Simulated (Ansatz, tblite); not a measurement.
# 1-butyl-3-methylimidazolium tetrafluoroborate (C₈H₁₅BF₄N₂): a ladder of methods and basis sets

The task here is to estimate one member of a computed series from the others.

The runs use Ansatz 0.2.0, Gaussian basis; as each input shows.

Plan: GFN1-xTB, GFN2-xTB, PBE-D4/def2-TZVP, r2SCAN-D4/def2-TZVP, PBE-D4/def2-SVP, PBE0-D4/def2-SVP, HF/STO-3G, MP2/def2-SVP.

4 further runs of the same task are left out: 4 that didn't finish. Runs told in other sessions of the task aren't counted.

## The geometry

The geometry is that of the singlet, from an earlier relaxation (PBE-D4/def2-SVP).

SMILES `CCCCn1cc[n+](C)c1.F[B-](F)(F)F`, 30 atoms, charge 0, spin multiplicity 1.

Bond lengths: C1–C2 1.530 Å, C1–H11 1.110 Å, C1–H12 1.108 Å, C1–H13 1.110 Å, C2–C3 1.532 Å, C2–H14 1.114 Å, C2–H15 1.113 Å, C3–C4 1.528 Å, C3–H16 1.112 Å, C3–H17 1.112 Å, C4–N5 1.472 Å, C4–H18 1.108 Å, C4–H19 1.108 Å, N5–C6 1.384 Å, N5–C10 1.342 Å, C6–C7 1.375 Å, C6–H20 1.093 Å, C7–N8 1.387 Å and more. Angles: C2–C1–H11 111.3°, C2–C1–H12 111.7°, C2–C1–H13 111.2°, H11–C1–H12 107.6°, H11–C1–H13 107.3°, H12–C1–H13 107.6°, C1–C2–C3 113.0°, C1–C2–H14 109.7°, C1–C2–H15 109.2°, C3–C2–H14 109.1°, C3–C2–H15 109.7°, H14–C2–H15 105.9°, C2–C3–C4 115.4°, C2–C3–H16 110.1°, C2–C3–H17 109.7°, C4–C3–H16 108.9°, C4–C3–H17 106.6°, H16–C3–H17 105.5° and more.

PBE0-D4/def2-TZVP was run before; its log isn't repeated, and its numbers join the tables.

The first run:

Tight binding, by tblite at 300 K electronic temperature and without a spin-polarisation term:

```python
tblite.interface.Calculator('GFN1-xTB', numbers, positions, charge=0, uhf=0).singlepoint()
```

Tight binding, by tblite at 300 K electronic temperature and without a spin-polarisation term:

```python
tblite.interface.Calculator('GFN2-xTB', numbers, positions, charge=0, uhf=0).singlepoint()
```

start.molden holds the orbitals of an earlier run on this state, given as this run's starting guess.

The input, in.yaml:

```yaml
crystal:
  periodic: [false, false, false]
  atoms:
    - {symbol: C, position_ang: [-4.048554, -1.306507, 0.414397]}
    - {symbol: C, position_ang: [-2.878964, -0.332638, 0.567258]}
    - {symbol: C, position_ang: [-2.052961, -0.181775, -0.714308]}
    - {symbol: C, position_ang: [-0.906839, 0.826047, -0.641853]}
    - {symbol: N, position_ang: [0.131990, 0.455761, 0.333378]}
    - {symbol: C, position_ang: [0.210476, 0.814531, 1.667483]}
    - {symbol: C, position_ang: [1.419096, 0.355069, 2.136512]}
    - {symbol: N, position_ang: [2.048993, -0.275865, 1.074574]}
    - {symbol: C, position_ang: [3.400955, -0.831271, 1.049347]}
    - {symbol: C, position_ang: [1.252287, -0.201045, -0.004976]}
    - {symbol: H, position_ang: [-4.748148, -0.974683, -0.380593]}
    - {symbol: H, position_ang: [-4.628997, -1.399251, 1.353938]}
    - {symbol: H, position_ang: [-3.693558, -2.321138, 0.138322]}
    - {symbol: H, position_ang: [-3.260775, 0.667404, 0.874493]}
    - {symbol: H, position_ang: [-2.222374, -0.675977, 1.397552]}
    - {symbol: H, position_ang: [-1.646558, -1.169142, -1.026188]}
    - {symbol: H, position_ang: [-2.711874, 0.145085, -1.547645]}
    - {symbol: H, position_ang: [-0.378541, 0.914500, -1.611400]}
    - {symbol: H, position_ang: [-1.268063, 1.833007, -0.352755]}
    - {symbol: H, position_ang: [-0.581779, 1.380350, 2.165121]}
    - {symbol: H, position_ang: [1.883231, 0.434975, 3.123549]}
    - {symbol: H, position_ang: [3.380555, -1.918486, 1.260962]}
    - {symbol: H, position_ang: [4.011783, -0.319572, 1.814462]}
    - {symbol: H, position_ang: [3.818016, -0.635038, 0.041999]}
    - {symbol: H, position_ang: [1.494674, -0.527497, -1.028282]}
    - {symbol: F, position_ang: [1.308471, 0.215096, -2.801667]}
    - {symbol: B, position_ang: [2.416599, 1.080562, -2.446532]}
    - {symbol: F, position_ang: [2.909635, 1.725819, -3.554785]}
    - {symbol: F, position_ang: [1.936023, 1.982798, -1.463461]}
    - {symbol: F, position_ang: [3.405212, 0.238903, -1.838922]}
basis:
  gaussian: {orbitals: def2-TZVP, initial_orbitals: start.molden}
hamiltonian: {xc: pbe, dispersion: d4}
scf: {omitted_lower_state_checks: [starts]}
output: {forces: true, orbitals: {seedname: orbitals}}
```

Run with:

```console
$ ansatz run in.yaml --threads 4 --pin off --events-out ev --progress --plain --max-ram 6963MiB
```

Steps of the session up to this table: PBE-D4/def2-TZVP; r2SCAN-D4/def2-TZVP; PBE-D4/def2-SVP; PBE0-D4/def2-SVP; HF/STO-3G; MP2/def2-SVP.

One of the session's tables, all rows but one given; the rest of the session is left out.

It belongs to the step «Binding energy». 

| level | binding an atom (eV) |
| --- | --- |
| HF/STO-3G | 3.624 |
| HF/def2-SVP | ? |
| PBE-D4/def2-SVP | 4.632 |
| PBE-D4/def2-TZVP | 4.556 |
| r2SCAN-D4/def2-TZVP | 4.438 |
| PBE0-D4/def2-SVP | 4.531 |
| PBE0-D4/def2-TZVP | 4.458 |
| MP2/def2-SVP | 4.343 |

**Question.** Estimate the row for HF/def2-SVP.

As computed: binding an atom (eV): 3.303. In the column «binding an atom (eV)» it is the lowest.

Caveats from the session: Free atoms were run apart at each level; binding is atoms less cluster, divided by the number of atoms, without zero-point or spin-orbit terms.
